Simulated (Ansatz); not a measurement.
# TiTe2: the cost of one run

Method: DFT PBE+D3(BJ), scalar-relativistic, plane waves, PAW, in Ansatz 0.2.0.

1 further run of the same task is left out (set aside as unsound or not needed).

## Step 1: Starting point

Symmetry: P-3m1, No. 164, trigonal system. The conventional cell has a = 3.706 Å, b = 3.706 Å, c = 6.366 Å, α = 90.00°, β = 90.00°, γ = 120.00°. Around Ti (site symmetry -3m) lie 6 Te at 2.75 Å. Te (site symmetry 3m) has 3 Ti at 2.75 Å as nearest neighbours.

Structure file:

```cif
data_structure
_symmetry_space_group_name_H-M 'P 1'
_symmetry_Int_Tables_number 1
_cell_length_a 3.7062
_cell_length_b 3.7062
_cell_length_c 6.3662
_cell_angle_alpha 90.000
_cell_angle_beta 90.000
_cell_angle_gamma 120.000
_cell_volume 75.73
loop_
_atom_site_label
_atom_site_type_symbol
_atom_site_fract_x
_atom_site_fract_y
_atom_site_fract_z
_atom_site_occupancy
Ti1 Ti 0.00000 0.00000 0.00000 1
Te1 Te 0.66667 0.33333 0.27091 1
Te2 Te 0.33333 0.66667 0.72909 1
```

It is the result of an earlier relaxation at this level (volume 25.24 Å³/atom; gap on the mesh: none (metal)).

## Step 2: Linear response at Γ

Input file input.yaml:

```yaml
crystal:
  lattice:
    - [3.7062434107, 0.0, 0.0]
    - [-1.8531217054, 3.2097009463, 0.0]
    - [0.0, 0.0, 6.3661704746]
  atoms:
    - { symbol: Ti, position: [0.0, 0.0, 0.0] }
    - { symbol: Te, position: [0.6666666667, 0.3333333333, 0.2709080465] }
    - { symbol: Te, position: [0.3333333333, 0.6666666667, 0.7290919535] }
basis:
  ecutwfc: 420
kpoints:
  mp_grid: { grid: [6, 6, 4] }
hamiltonian:
  xc: pbe
  dispersion: d3bj
scf:
  occupations: { method: fermi_dirac, width: 0.15 }
output:
  eigenvalues: true
phonons:
  method: dfpt
  eigenvectors: true
```

Run with:

```bash
$ ansatz run input.yaml --threads 1 --pin off --max-ram 2560MiB --backend cpu --events-out ev --progress --plain --runs-dir out
```

What time and memory should one allow on 1 thread of Intel Xeon at 2.70GHz, shared host?

About 48 s, with a peak of 0.68 GiB.
